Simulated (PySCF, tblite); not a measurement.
**C₄HF₆OP: geometry, infrared bands and NMR shifts**

What infrared bands and NMR shifts should C₄HF₆OP (`O=[PH](C(F)=C(F)F)C(F)=C(F)F`) show?

The runs use tblite 0.8.0 and PySCF 2.14.0, with density-fitted response routines of our own; the level of theory stands in each step. All values are computed, except where a source is named. Atoms count from 0, in the outputs and in this text.

## (1) Starting geometry

13 atoms, charge 0, multiplicity 1; geometry from: force field or distance geometry start.

Bonds of the start (Å): O0–P1 1.49, P1–C2 1.79, C2–F3 1.35, C2–C4 1.34, C4–F5 1.36, C4–F6 1.37, P1–C7 1.81, C7–F8 1.34, C7–C9 1.32, C9–F10 1.37, C9–F11 1.37, P1–H12 1.40.

## (2) Optimising the geometry with GFN2-xTB

Job settings and geometry (Å):

```
{"job": {"kind": "relax", "xc": "GFN2-xTB", "basis": "xTB"}, "charge": 0, "multiplicity": 1}
O      0.182000     0.747000    -1.554500
P      0.101500    -0.381100    -0.583000
C     -1.529000    -0.618900     0.118800
F     -1.762900    -1.523900     1.098500
C     -2.525900     0.130100    -0.361800
F     -3.767800    -0.048600     0.153600
F     -2.257900     1.032200    -1.357100
C      1.319400     0.007700     0.695100
F      1.062200    -0.344800     1.966500
C      2.457800     0.620100     0.437100
F      2.829600     1.016500    -0.815400
F      3.346400     0.889800     1.448300
H      0.540100    -1.525800    -1.263800
```

On the command line:

```sh
> OMP_NUM_THREADS=1 python probes_run.py task.json out
```

This one command runs all jobs of the session in turn.

**Question.** This job is followed by: GFN2-xTB harmonic vibrations, gas phase; GIAO PBE0/pcSseg-1 NMR shielding, non-relativistic, gas phase. What will the session give for the following? strongest single infrared mode (GFN2-xTB); zero-point energy (GFN2-xTB); ¹³C shifts against TMS (PBE0/pcSseg-1, means over atoms taken as alike); ¹H shifts against TMS (PBE0/pcSseg-1); ¹⁷O shifts against H2O (PBE0/pcSseg-1); ³¹P shifts against H3PO4 (PBE0/pcSseg-1); ¹⁹F shifts against CFCl3 (PBE0/pcSseg-1, means over atoms taken as alike); surface potential, 1st and 99th percentile.

As calculated:

| quantity | value |
| --- | --- |
| strongest single infrared mode (GFN2-xTB) | 1733 cm⁻¹, 342 km/mol |
| zero-point energy (GFN2-xTB) | 31.8 kcal/mol |
| ¹³C shifts against TMS (PBE0/pcSseg-1, means over atoms taken as alike) | 172.5, 132.8 ppm |
| ¹H shifts against TMS (PBE0/pcSseg-1) | 8.16 ppm |
| ¹⁷O shifts against H2O (PBE0/pcSseg-1) | 97.9 ppm |
| ³¹P shifts against H3PO4 (PBE0/pcSseg-1) | -30.2 ppm |
| ¹⁹F shifts against CFCl3 (PBE0/pcSseg-1, means over atoms taken as alike) | -77.9, -105.8, -209.2 ppm |
| surface potential, 1st and 99th percentile | -1.79 V and 1.68 V |

What this shows: Over 101 steps the energy fell by 0.902 eV; of the close pairs, C9–F11 changed most, 1.373 to 1.313 Å. The lowest mode is imaginary (23i cm⁻¹), so the xTB geometry is not a minimum. The strongest single mode, at 1733 cm⁻¹, moves mainly C9 and C7. Unscaled tight-binding wavenumbers are off by several per cent, some by more. Its intensities can rank the bands wrongly. At PBE0/pcSseg-1: The widest tensor belongs to P1: span 299 ppm, with a paramagnetic part of -615 ppm. By nearest atom (PBE0/pcSseg-1), the HOMO sits on C2 22 %; C4 16 % and the LUMO on C4 20 %; C2, C9 about 13 % each.
